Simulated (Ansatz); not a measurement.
# ZrCd (P4/nmm): relaxations under a series of pressures in Python

How does ZrCd (P4/nmm) give way under pressure? A script is to give relaxations under a series of pressures; the system is ZrCd (P4/nmm).

All numbers are computed with Ansatz 0.2.0, driven from Python. Level of theory: DFT PBEsol, plane waves, PAW.

**1. The structure**

Symmetry: P4/nmm, No. 129, tetragonal system. The conventional cell has a = 3.103 Å, b = 3.103 Å, c = 9.073 Å, α = 90.00°, β = 90.00°, γ = 90.00°. Zr (site symmetry 4mm) has 8 Zr at 3.10 to 3.17 Å and 4 Cd at 3.19 Å as nearest neighbours. Cd (site symmetry 4mm) is surrounded by 8 Cd at 3.08 to 3.10 Å and 4 Zr at 3.19 Å.

No structure file is read: the coordinates are typed or built in the script.

**2. The code**

Input file zrcd_compress.py:

```python
"""Cell of ZrCd under pressure."""

import logging
import sys

import ansatz
import numpy as np
import pandas as pd

logging.basicConfig(stream=sys.stdout, format="[%(levelname)s] %(message)s")
log = logging.getLogger("calc")
log.setLevel(logging.INFO)

KMESH = (7, 7, 3)
SIGMA = 0.15

def edges_and_angles(cell):
    cell = np.asarray(cell)
    a, b, c = np.linalg.norm(cell, axis=1)
    cosines = cell[1] @ cell[2] / (b * c), cell[0] @ cell[2] / (a * c), cell[0] @ cell[1] / (a * b)
    return (a, b, c, *np.degrees(np.arccos(cosines)))


def main() -> None:
    lattice = ansatz.Lattice.of(
        (3.102846, 0.0, 0.0),
        (0.0, 3.102846, 0.0),
        (0.0, 0.0, 9.073316),
    )
    sites = [
        ("Zr", (0.0, 0.5, 0.873544)),
        ("Zr", (0.5, 0.0, 0.126456)),
        ("Cd", (0.0, 0.5, 0.381166)),
        ("Cd", (0.5, 0.0, 0.618834)),
    ]
    zrcd = ansatz.Crystal(lattice=lattice)
    for symbol, position in sites:
        zrcd = zrcd.atom(symbol, position)

    model = zrcd.calculation()
    model = model.functional(ansatz.Functional.PBESOL)
    model = model.kpoints(mesh=KMESH)
    model = model.occupations(ansatz.OccupationsMethod.COLD, width=SIGMA)

    # H = F + PV, with 1 GPa A^3 = 1/160.21766 eV
    rows = []
    for pressure in [0, 5, 10, 20]:
        result = model.relax(cell=True, pressure=pressure, force_tolerance=0.01, max_steps=40).run(threads=1)
        cell = result.lattice.cell_ang
        n_atoms = len(result.lattice.sites)
        volume = abs(np.linalg.det(cell)) / n_atoms
        enthalpy = result.report["free_energy_ev"] / n_atoms + pressure * volume / 160.21766
        rows.append((pressure, volume, enthalpy, *edges_and_angles(cell)))
        log.info(f"{pressure} GPa done: {volume:.4f} A^3/atom")

    table = pd.DataFrame(rows, columns=["P_GPa", "V_A3_atom", "H_eV_atom", "a", "b", "c", "alpha", "beta", "gamma"])
    print(table.round(4).to_string(index=False))
    p, v = np.array([row[0] for row in rows], float), np.array([row[1] for row in rows])
    print("mean bulk modulus between rows (GPa):", np.round(-np.diff(p) / np.diff(np.log(v)), 1))


if __name__ == "__main__":
    main()
```

**3. The calls as engine input**

The engine receives this input (first run):

```yaml
crystal:
  lattice:
    - [3.102846, 0.0, 0.0]
    - [0.0, 3.102846, 0.0]
    - [0.0, 0.0, 9.073316]
  atoms:
    - { symbol: Zr, position: [0.0, 0.5, 0.873544] }
    - { symbol: Zr, position: [0.5, 0.0, 0.126456] }
    - { symbol: Cd, position: [0.0, 0.5, 0.381166] }
    - { symbol: Cd, position: [0.5, 0.0, 0.618834] }
kpoints:
  mp_grid:
    grid: [7, 7, 3]
hamiltonian:
  xc: pbesol
scf:
  occupations:
    method: cold
    width: 0.15
relax:
  f_tol: 0.01
  max_steps: 40
  cell:
    p_target: 0.0
```

**4. Running it**

Command:

```bash
> python zrcd_compress.py
```

**Question.** How far does the cell shrink over this series of pressures, and what bulk modulus does the first step imply?

As calculated:

| quantity | value |
| --- | --- |
| bulk modulus between neighbouring pressures | 101.1 to 150.4 GPa |
| runs compared | 4 |
| range of energy | 166.75 meV/atom |

The crystal stiffens as it is compressed. The volume falls from 21.06 Å³ an atom at 0 GPa to 18.00 at 20 GPa, by 14.6 %. Between 0 and 5 GPa, -V dP/dV is about 101 GPa, a mean over that step. In run 1, over 3 moves the cell shrank by 3.6 % in volume, and the space group stayed P4/nmm. In run 4, the volume shrank by 17.6 % over 5 moves under the 20 GPa asked, and the space group stayed P4/nmm. Caveats:
- The run is spin-unpolarised.
- At a fixed pressure a relaxation lowers the enthalpy F + PV, while F alone can rise.
- The mesh is modest for a metal, so energies can be off by several to tens of meV an atom and pressures by half a GPa or more; differences at equal mesh fare better.
- The structure comes from a database of computed cells and needn't be a stable or known phase.
- Symmetry holds the cell in this phase, so another phase that may be stable under pressure is not reached.
